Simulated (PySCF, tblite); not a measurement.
**C₃H₁₅B₂N₃Si: geometry, infrared bands and NMR shifts**

Wanted: the infrared bands and NMR shifts of C₃H₁₅B₂N₃Si (`CNB(N)N(C)BC[SiH3]`), by calculation.

The runs use tblite 0.8.0 and PySCF 2.14.0, with density-fitted response routines of our own; the level of theory stands in each step. All values are computed, except where a source is named. Atoms are numbered from 0 throughout.

## 1. Starting geometry

24 atoms, charge 0, multiplicity 1; geometry from: force field or distance geometry start.

Bonds of the start (Å): C0–N1 1.47, N1–B2 1.51, B2–N3 1.51, B2–N4 1.52, N4–C5 1.46, N4–B6 1.54, B6–C7 1.59, C7–Si8 1.86, C0–H9 1.11, C0–H10 1.13, C0–H11 1.09, N1–H12 1.04, N3–H13 1.04, N3–H14 1.07, C5–H15 1.11, C5–H16 1.10, C5–H17 1.10, B6–H18 1.18, C7–H19 1.12, C7–H20 1.10, Si8–H21 1.46, Si8–H22 1.48, Si8–H23 1.48.

## 2. Optimising the geometry with GFN2-xTB

Job settings and geometry (Å):

```
{"job": {"kind": "relax", "xc": "GFN2-xTB", "basis": "xTB"}, "charge": 0, "multiplicity": 1}
C      2.878700     1.375200    -0.267700
N      1.992700     0.585800    -1.134800
B      1.329900    -0.528800    -0.356800
N      2.200900    -1.655800     0.150100
N     -0.114700    -0.519700     0.108700
C     -0.495400    -1.916800     0.297700
B     -1.077400     0.011800    -0.968000
C     -2.608900    -0.011200    -0.531300
Si    -3.039800     1.678500     0.108600
H      3.290400     2.250100    -0.812200
H      2.280000     1.826200     0.571800
H      3.725000     0.802200     0.111700
H      2.619200     0.120800    -1.825700
H      3.208400    -1.395300     0.193500
H      1.834400    -1.857700     1.129800
H     -1.375100    -2.147900    -0.331200
H      0.306900    -2.613100     0.009200
H     -0.759200    -2.010900     1.366100
H     -0.752800     0.814200    -1.763200
H     -2.728300    -0.709900     0.332600
H     -3.273600    -0.347000    -1.345300
H     -2.292600     1.907500     1.344800
H     -2.667100     2.639900    -0.946300
H     -4.493400     1.722100     0.398900
```

Started as:

```sh
$ OMP_NUM_THREADS=1 python probes_run.py task.json out
```

The driver reads the jobs from task.json and runs them one after another.

**Question.** This job is followed by: GFN2-xTB harmonic vibrations, gas phase; GIAO PBE0/pcSseg-1 NMR shielding, non-relativistic, gas phase. What will the session give for the following? strongest single infrared mode (GFN2-xTB); zero-point energy (GFN2-xTB); 13C shifts against TMS (PBE0/pcSseg-1); 1H shifts against TMS (PBE0/pcSseg-1, means over atoms taken as alike); 15N shifts against NH3 (PBE0/pcSseg-1); 11B shifts against BF3·OEt2 (PBE0/pcSseg-1); 29Si shifts against TMS (PBE0/pcSseg-1).

As calculated:

| quantity | value |
| --- | --- |
| strongest single infrared mode (GFN2-xTB) | 2201 cm⁻¹, 499 km/mol |
| zero-point energy (GFN2-xTB) | 120.0 kcal/mol |
| 13C shifts against TMS (PBE0/pcSseg-1) | 35.3, 31.2, 2.0 ppm |
| 1H shifts against TMS (PBE0/pcSseg-1, means over atoms taken as alike) | 5.28, 3.89, 2.99, 2.81, 1.97, 1.97, 0.55 ppm |
| 15N shifts against NH3 (PBE0/pcSseg-1) | 142.1, 65.0, 51.4 ppm |
| 11B shifts against BF3·OEt2 (PBE0/pcSseg-1) | 41.5, 23.0 ppm |
| 29Si shifts against TMS (PBE0/pcSseg-1) | -83.0 ppm |

Relaxing lowered the energy by 2.590 eV in 264 steps; the close pair that moved most is N4–B6, from 1.539 to 1.395 Å. All 66 modes are real, so the xTB geometry is a minimum. The strongest single mode, at 2201 cm⁻¹, moves mainly H23. GFN2-xTB is a fitted tight-binding method: band positions and strengths are rough. Its intensities can rank the bands wrongly. At PBE0/pcSseg-1: The largest span, 244 ppm, is at N4, where the paramagnetic term is -203 ppm.
